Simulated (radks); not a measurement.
**Valence configurations of Mo**

Aim: which of several valence configurations of Mo lies lowest at this level, and whether it is the one NIST lists ([Kr] 4d5 5s1).

The numbers are computed with radks (a radial shooting solver on a logarithmic mesh, Libxc functionals) version 1 (scalar-relativistic Kohn-Sham, PBE, spin-polarised, spherical densities, point nucleus; open shells are filled with parallel spins first), except any that are marked as measured or tabulated.

### Step 1. What is computed

```
element       : molybdenum (Z = 42)
charge        : 0
electrons     : 42
configuration : [Kr] 4d5 5s1
others tried  : 4d5 5s0.5 5p0.5; 4d4 5s2; 4d4.5 5s1.5; 4d4 5s1 5p1; 4d6; 4d4 5s1.5 5p0.5; 4d3 5s1 5p2; 4d4.5 5s1 5p0.5; 4d5 5p1
```

Outer shells as boxes (Hund's rule):

Mo
```
[Kr] core
4d [↑ ][↑ ][↑ ][↑ ][↑ ]
5s [↑ ]
```

### Step 2. [Kr] 4d5 5s1

Settings of this run:

```text
Z 42
configuration [Kr] 4d5 5s1
relativity scalar-relativistic
functional pbe,pbe
spin polarised
nucleus point
c 137.035999084
```

### Step 3. [Kr] 4d5 5s0.5 5p0.5

Settings of this run:

```text
Z 42
configuration [Kr] 4d5 5s0.5 5p0.5
relativity scalar-relativistic
functional pbe,pbe
spin polarised
nucleus point
c 137.035999084
```

### Step 4. [Kr] 4d4 5s2

Settings of this run:

```text
Z 42
configuration [Kr] 4d4 5s2
relativity scalar-relativistic
functional pbe,pbe
spin polarised
nucleus point
c 137.035999084
```

### Step 5. [Kr] 4d4.5 5s1.5

Settings of this run:

```text
Z 42
configuration [Kr] 4d4.5 5s1.5
relativity scalar-relativistic
functional pbe,pbe
spin polarised
nucleus point
c 137.035999084
```

### Step 6. [Kr] 4d4 5s1 5p1

Settings of this run:

```text
Z 42
configuration [Kr] 4d4 5s1 5p1
relativity scalar-relativistic
functional pbe,pbe
spin polarised
nucleus point
c 137.035999084
```

### Step 7. [Kr] 4d6

Settings of this run:

```text
Z 42
configuration [Kr] 4d6
relativity scalar-relativistic
functional pbe,pbe
spin polarised
nucleus point
c 137.035999084
```

### Step 8. [Kr] 4d4 5s1.5 5p0.5

Settings of this run:

```text
Z 42
configuration [Kr] 4d4 5s1.5 5p0.5
relativity scalar-relativistic
functional pbe,pbe
spin polarised
nucleus point
c 137.035999084
```

### Step 9. [Kr] 4d3 5s1 5p2

Settings of this run:

```text
Z 42
configuration [Kr] 4d3 5s1 5p2
relativity scalar-relativistic
functional pbe,pbe
spin polarised
nucleus point
c 137.035999084
```

### Step 10. [Kr] 4d4.5 5s1 5p0.5

Settings of this run:

```text
Z 42
configuration [Kr] 4d4.5 5s1 5p0.5
relativity scalar-relativistic
functional pbe,pbe
spin polarised
nucleus point
c 137.035999084
```

### Step 11. [Kr] 4d5 5p1

Settings of this run:

```text
Z 42
configuration [Kr] 4d5 5p1
relativity scalar-relativistic
functional pbe,pbe
spin polarised
nucleus point
c 137.035999084
```

Before running it: what results should come out? Wanted: for each run, valence; E − E(NIST configuration); moment; highest level; its energy; 1s shift.

As calculated:

```csv
valence,E − E(NIST configuration) (eV),moment (μB),highest level,its energy (eV),1s shift (eV)
4d5 5s1,0.000,6,4d up,-4.571,+0.00
4d4.5 5s1.5,1.114,5,5s down,-3.337,-1.58
4d5 5s0.5 5p0.5,1.677,6,5p up,-1.659,-0.70
4d4.5 5s1 5p0.5,1.882,6,5p up,-1.885,-2.13
4d4 5s2,2.266,4,5s down,-4.194,-3.25
4d6,3.182,4,4d down,-0.878,+1.64
4d5 5p1,3.401,6,5p up,-1.978,-1.35
4d4 5s1.5 5p0.5,3.405,5,5p up,-2.097,-3.85
4d4 5s1 5p1,4.276,6,5p up,-2.434,-4.35
4d3 5s1 5p2,10.642,6,5p up,-3.480,-9.07
```

What this shows: The NIST configuration is the lowest of those tried, 1.114 eV under 4d4.5 5s1.5. The energies are those of spherical high-spin densities, not of single terms. The 1s eigenvalue shifts by up to 9.07 eV as the valence charge is rearranged.
